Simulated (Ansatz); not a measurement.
**C2H7AlOSi: geometry optimisation in Python**

The task is a geometry optimisation, for C2H7AlOSi.

Program: Ansatz 0.2.0 through its Python package. Level of theory: PBE0/def2-SVP. These are calculated values, not measurements.

### Step 1. The system

Bond lengths: O1–Al2 1.779 Å, Al2–C3 1.965 Å, Al2–C4 1.975 Å, C3–C4 1.439 Å, C4–Si5 1.873 Å, O1–H6 1.019 Å, C3–H7 1.156 Å, C3–H8 1.110 Å, C4–H9 1.167 Å, Si5–H10 1.470 Å, Si5–H11 1.448 Å, Si5–H12 1.441 Å. Angles (14 of 22 angles, heavy atoms first): O1–Al2–C3 156.8°, O1–Al2–C4 160.3°, C3–Al2–C4 42.8°, Al2–C3–C4 69.0°, Al2–C4–C3 68.2°, Al2–C4–Si5 114.6°, C3–C4–Si5 119.3°, Al2–O1–H6 108.1°, Al2–C3–H7 116.4°, Al2–C3–H8 117.1°, C4–C3–H7 115.9°, C4–C3–H8 119.1°, Al2–C4–H9 112.4°, C3–C4–H9 113.6°.

The script holds or builds the structure itself.

### Step 2. The code

c2h7alosi.py reads:

```python
'''Relax the C2H7AlOSi molecule.'''

import argparse
import warnings

import ansatz as az
import numpy as np

parser = argparse.ArgumentParser(description='Relax the C2H7AlOSi molecule.')
parser.add_argument('--basis', default='def2-SVP', help='basis')
parser.add_argument('--xc', required=True, help='exchange-correlation functional')
args = parser.parse_args()

warnings.simplefilter('ignore', az.DeckWarning)

geometry = (
    az.Crystal.molecule()
    .atom('O', [-1.1176, 2.638, 1.4278])
    .atom('Al', [-0.4747, 1.0232, 1.0467])
    .atom('C', [0.7838, -0.4834, 1.1218])
    .atom('C', [-0.2997, -0.7607, 0.2164])
    .atom('Si', [0.0173, -0.7334, -1.629])
    .atom('H', [-0.7777, 3.2888, 0.7209])
    .atom('H', [1.8177, -0.315, 0.6338])
    .atom('H', [0.8456, -1.0431, 2.0781])
    .atom('H', [-1.075, -1.5253, 0.6366])
    .atom('H', [0.9887, 0.3421, -1.8749])
    .atom('H', [0.5714, -2.0201, -1.9971])
    .atom('H', [-1.203, -0.4662, -2.3471])
)

model = (
    geometry.calculation()
    .basis(gaussian=args.basis)
    .functional(args.xc)
)
symbols = [site.symbol for site in geometry.cartesian_sites]
start = np.array([site.position_ang for site in geometry.cartesian_sites], dtype=float)
def progress(event):
    if event['event'] == 'relax_step':
        row = event['data']
        print(f'step {row["step"]:3d}  E = {row["lagrangian_ev"]:.6f} eV  max force {row["allowed_force_max_ev_ang"]:.4f} eV/A')


r = model.relax(force_tolerance=0.02, max_steps=100).session().plan().execute(on_event=progress).report
end = np.array(r['positions_ang'])

for key in ('converged', 'free_energy_ev', 'reference_energy_ev', 'n_frozen', 'n_occupied', 'n_virtual'):
    print(f'{key:22s} {r[key]}')

print('bond        before    after (A)')
for i, j in [(0, 1), (0, 5), (1, 2), (1, 3), (2, 3), (2, 6), (2, 7), (3, 4), (3, 8), (4, 9), (4, 10), (4, 11)]:
    d0, d1 = (np.linalg.norm(xyz[i] - xyz[j]) for xyz in (start, end))
    print(f'{symbols[i]}{i}-{symbols[j]}{j}'.ljust(10), f'{d0:8.4f} {d1:8.4f}')
with open('c2h7alosi_opt.xyz', 'w') as handle:
    handle.write(f'{len(symbols)}\nrelaxed C2H7AlOSi\n')
    handle.writelines(f'{s:2s} {x:11.6f} {y:11.6f} {z:11.6f}\n' for s, (x, y, z) in zip(symbols, end))
```

### Step 3. The input behind the calls

The engine receives this input:

```yaml
crystal:
  periodic: [false, false, false]
  atoms:
    - { symbol: O, position_ang: [-1.1176, 2.638, 1.4278] }
    - { symbol: Al, position_ang: [-0.4747, 1.0232, 1.0467] }
    - { symbol: C, position_ang: [0.7838, -0.4834, 1.1218] }
    - { symbol: C, position_ang: [-0.2997, -0.7607, 0.2164] }
    - { symbol: Si, position_ang: [0.0173, -0.7334, -1.629] }
    - { symbol: H, position_ang: [-0.7777, 3.2888, 0.7209] }
    - { symbol: H, position_ang: [1.8177, -0.315, 0.6338] }
    - { symbol: H, position_ang: [0.8456, -1.0431, 2.0781] }
    - { symbol: H, position_ang: [-1.075, -1.5253, 0.6366] }
    - { symbol: H, position_ang: [0.9887, 0.3421, -1.8749] }
    - { symbol: H, position_ang: [0.5714, -2.0201, -1.9971] }
    - { symbol: H, position_ang: [-1.203, -0.4662, -2.3471] }
basis:
  gaussian:
    orbitals: def2-SVP
hamiltonian:
  xc: pbe0
relax:
  f_tol: 0.02
  max_steps: 100
```

### Step 4. Launch

Run with:

```
$ python c2h7alosi.py --xc PBE0
```

The program printed:

```text
step   1  E = -18689.322141 eV  max force 4.7751 eV/A
step   2  E = -18690.029111 eV  max force 1.9745 eV/A
step   3  E = -18690.217134 eV  max force 0.4949 eV/A
step   4  E = -18690.235995 eV  max force 0.7543 eV/A
step   5  E = -18690.293247 eV  max force 0.6619 eV/A
step   6  E = -18690.340481 eV  max force 0.2507 eV/A
step   7  E = -18690.374354 eV  max force 0.3736 eV/A
step   8  E = -18690.362733 eV  max force 0.4054 eV/A
step   9  E = -18690.389580 eV  max force 0.0929 eV/A
step  10  E = -18690.391118 eV  max force 0.1016 eV/A
step  11  E = -18690.392325 eV  max force 0.0864 eV/A
step  12  E = -18690.392765 eV  max force 0.0855 eV/A
step  13  E = -18690.392950 eV  max force 0.0838 eV/A
step  14  E = -18690.393893 eV  max force 0.0495 eV/A
step  15  E = -18690.394359 eV  max force 0.0562 eV/A
step  16  E = -18690.394707 eV  max force 0.0567 eV/A
step  17  E = -18690.394960 eV  max force 0.0214 eV/A
step  18  E = -18690.395148 eV  max force 0.0274 eV/A
step  19  E = -18690.395243 eV  max force 0.0236 eV/A
step  20  E = -18690.395291 eV  max force 0.0140 eV/A
converged              True
free_energy_ev         -18690.39532424215
reference_energy_ev    -18690.39532424215
n_frozen               0
n_occupied             [27, 27]
n_virtual              [86, 86]
bond        before    after (A)
O0-Al1       1.7794   1.6912
O0-H5        1.0192   0.9592
Al1-C2       1.9645   1.8949
Al1-C3       1.9754   1.9082
C2-C3        1.4390   1.6122
C2-H6        1.1556   1.1001
C2-H7        1.1098   1.1004
C3-Si4       1.8726   1.8558
C3-H8        1.1672   1.0999
Si4-H9       1.4700   1.5082
Si4-H10      1.4485   1.5025
Si4-H11      1.4409   1.4966
```

Wall time 1.8 min (1 thread of Arm Neoverse V2, shared host); peak memory 0.33 GiB.

File c2h7alosi_opt.xyz afterwards:

```xyz
12
relaxed C2H7AlOSi
O    -0.593470    2.721129    1.234836
Al   -0.174158    1.103673    0.973642
C     0.860749   -0.467330    1.201097
C    -0.411841   -0.635631    0.225677
Si   -0.013574   -0.723019   -1.584743
H    -1.372732    3.165306    0.894831
H     1.843718   -0.702700    0.766837
H     0.740732   -1.017539    2.146505
H    -1.157007   -1.382518    0.536450
H     0.841217    0.468465   -1.937253
H     0.765923   -1.937324   -2.003355
H    -1.252758   -0.647612   -2.420525
```

Lines on the test bed's own set-up are left out of the output.

A comment line of the script is reworded here; the code is as run.

### Step 5. The run's own record

From the engine's report, whether the script printed it or not:

```
             item         value
SCF cycles in all           146
         orbitals           113
total energy (eV)  -18690.39532
```

### Step 6. The relaxation, step by step

The steps of the relaxation:

```
step  E - E(step 1) (eV)  largest force component (eV/Å)
   1              0.0000                          4.7751
   2             -0.7070                          1.9745
   3             -0.8950                          0.4949
   4             -0.9139                          0.7543
   5             -0.9711                          0.6619
   6             -1.0183                          0.2507
   7             -1.0522                          0.3736
   8             -1.0406                          0.4054
   9             -1.0674                          0.0929
  10             -1.0690                          0.1016
  11             -1.0702                          0.0864
  12             -1.0706                          0.0855
  13             -1.0708                          0.0838
  14             -1.0718                          0.0495
  15             -1.0722                          0.0562
  16             -1.0726                          0.0567
  17             -1.0728                          0.0214
  18             -1.0730                          0.0274
  19             -1.0731                          0.0236
  20             -1.0732                          0.0140
```

Step 1 is the start. Step 8 was tried and not accepted.

Before: Bond lengths: O1–Al2 1.779 Å, Al2–C3 1.965 Å, Al2–C4 1.975 Å, C3–C4 1.439 Å, C4–Si5 1.873 Å, O1–H6 1.019 Å, C3–H7 1.156 Å, C3–H8 1.110 Å, C4–H9 1.167 Å, Si5–H10 1.470 Å, Si5–H11 1.448 Å, Si5–H12 1.441 Å. Angles (14 of 22 angles, heavy atoms first): O1–Al2–C3 156.8°, O1–Al2–C4 160.3°, C3–Al2–C4 42.8°, Al2–C3–C4 69.0°, Al2–C4–C3 68.2°, Al2–C4–Si5 114.6°, C3–C4–Si5 119.3°, Al2–O1–H6 108.1°, Al2–C3–H7 116.4°, Al2–C3–H8 117.1°, C4–C3–H7 115.9°, C4–C3–H8 119.1°, Al2–C4–H9 112.4°, C3–C4–H9 113.6°.

After: Bond lengths: O1–Al2 1.691 Å, Al2–C3 1.895 Å, Al2–C4 1.908 Å, C3–C4 1.612 Å, C4–Si5 1.856 Å, O1–H6 0.959 Å, C3–H7 1.100 Å, C3–H8 1.100 Å, C4–H9 1.100 Å, Si5–H10 1.508 Å, Si5–H11 1.502 Å, Si5–H12 1.497 Å. Angles (14 of 22 angles, heavy atoms first): O1–Al2–C3 155.5°, O1–Al2–C4 154.3°, C3–Al2–C4 50.2°, Al2–C3–C4 65.3°, Al2–C4–C3 64.5°, Al2–C4–Si5 113.5°, C3–C4–Si5 115.2°, Al2–O1–H6 126.1°, Al2–C3–H7 128.2°, Al2–C3–H8 117.3°, C4–C3–H7 116.4°, C4–C3–H8 112.4°, Al2–C4–H9 126.3°, C3–C4–H9 115.8°.

### Step 7. Results

| quantity | value |
| --- | --- |
| total energy | -18690.3953 eV |
| dipole moment | 2.16 D |
| moves of the relaxation | 18 |
| energy gained | 1.073 eV |
| last largest force component | 0.0140 eV/Å |

After 18 moves the largest shift is 0.632 Å, of atom 6 (H). The end point is the stationary point reached from this start; no frequency run checks that it is a minimum, and the basis set is modest.
